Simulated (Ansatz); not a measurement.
**C2H5AlCl2O: a ladder of functionals and wavefunction methods**

An exercise on one series of results from a longer session: the logs are not shown, and one member is left open.

Method: functionals in def2-TZVPP, the program's frozen cores in correlated methods; program: Ansatz 0.2.0, Gaussian basis.

Levels to be run: LDA (SPW92), PBE-D4, revPBE-D4, BLYP-D4, r2SCAN-D4, B97M-V, PBE0-D4, B3LYP-D4, r2SCANh-D4, r2SCAN0-D4, HSE06-D4, BHLYP-D4, CAM-B3LYP-D4, LC-ωPBE, ωB97X-V, ωB97M-V, B2PLYP, PBE-QIDH; CCSD(T)/def2-SVP; CCSD(T)/def2-TZVPP; MP2/def2-QZVPP; extrapolation to the limit; RPA on PBE.

### The geometry

The geometry comes from an earlier relaxation with PBE0-D4 in a triple-zeta def2 set; it is a stationary point, not always the lowest conformer.

SMILES `CC[O][Al]([Cl])[Cl]`, 11 atoms, charge 0, spin multiplicity 1.

Atoms are counted from 1 here; the program's logs count them from 0.

Bond lengths: C1–C2 1.510 Å, C1–H7 1.093 Å, C1–H8 1.093 Å, C1–H9 1.092 Å, C2–O3 1.409 Å, C2–H10 1.095 Å, C2–H11 1.097 Å, O3–Al4 1.665 Å, Al4–Cl5 2.081 Å, Al4–Cl6 2.071 Å. Angles: C2–C1–H7 110.4°, C2–C1–H8 110.9°, C2–C1–H9 110.5°, H7–C1–H8 108.1°, H7–C1–H9 108.5°, H8–C1–H9 108.4°, C1–C2–O3 110.9°, C1–C2–H10 110.1°, C1–C2–H11 110.1°, O3–C2–H10 107.7°, O3–C2–H11 110.7°, H10–C2–H11 107.3°, C2–O3–Al4 135.4°, O3–Al4–Cl5 120.7°, O3–Al4–Cl6 119.3°, Cl5–Al4–Cl6 120.0°.

The first run:

Input file in.yaml:

```yaml
crystal:
  periodic: [false, false, false]
  atoms:
    - {symbol: C, position_ang: [0.004926, -1.394970, 0.879372]}
    - {symbol: C, position_ang: [0.811868, -0.306760, 0.211422]}
    - {symbol: O, position_ang: [0.097233, 0.907034, 0.189112]}
    - {symbol: Al, position_ang: [-0.696873, 1.794334, -0.974680]}
    - {symbol: Cl, position_ang: [-0.725086, 1.164263, -2.957778]}
    - {symbol: Cl, position_ang: [-1.659218, 3.546318, -0.431134]}
    - {symbol: H, position_ang: [0.587051, -2.317954, 0.939853]}
    - {symbol: H, position_ang: [-0.907352, -1.604903, 0.315248]}
    - {symbol: H, position_ang: [-0.277050, -1.096348, 1.890938]}
    - {symbol: H, position_ang: [1.742045, -0.135538, 0.763851]}
    - {symbol: H, position_ang: [1.087955, -0.612477, -0.805606]}
basis:
  gaussian: {orbitals: def2-TZVPP}
hamiltonian: {xc: lda}
output: {orbitals: {seedname: orbitals}}
```

Launch:

```console
$ ansatz run in.yaml --threads 4 --pin off --events-out ev --progress --plain --max-ram 10444MiB
```

Steps of the session up to this table: LDA; PBE-D4 (GGA); revPBE-D4 (GGA); BLYP-D4 (GGA); r2SCAN-D4 (meta-GGA); B97M-V (meta-GGA); PBE0-D4 (hybrid); B3LYP-D4 (hybrid); r2SCANh-D4 (hybrid); r2SCAN0-D4 (hybrid); HSE06-D4 (hybrid); BHLYP-D4 (hybrid); CAM-B3LYP-D4 (range-separated); LC-ωPBE (range-separated); ωB97X-V (range-separated); ωB97M-V (range-separated); B2PLYP (double hybrid); PBE-QIDH (double hybrid).

One of the session's tables, all rows but one given; the rest of the session is left out.

It belongs to the step «Frontier levels by functional». 

| functional | HOMO (eV) | gap (eV) |
| --- | --- | --- |
| LDA (SPW92) | -7.23 | 5.25 |
| PBE-D4 | -7.08 | 5.41 |
| revPBE-D4 | -7.02 | 5.50 |
| BLYP-D4 | -6.98 | 5.39 |
| r2SCAN-D4 | -7.40 | 6.18 |
| B97M-V | ? | ? |
| PBE0-D4 | -8.59 | 7.78 |
| B3LYP-D4 | -8.36 | 7.27 |
| r2SCANh-D4 | -7.97 | 7.01 |
| r2SCAN0-D4 | -8.82 | 8.27 |
| HSE06-D4 | -8.19 | 7.00 |
| BHLYP-D4 | -10.05 | 10.05 |
| CAM-B3LYP-D4 | -10.06 | 10.18 |
| LC-ωPBE | -11.43 | 12.84 |
| ωB97X-V | -11.08 | 12.26 |
| ωB97M-V | -10.98 | 11.86 |

**Question.** Estimate the row for B97M-V.

As computed: HOMO (eV): -7.50; gap (eV): 6.07. In the column «HOMO (eV)» it lies between r2SCANh-D4 (-7.97) and r2SCAN-D4 (-7.40).
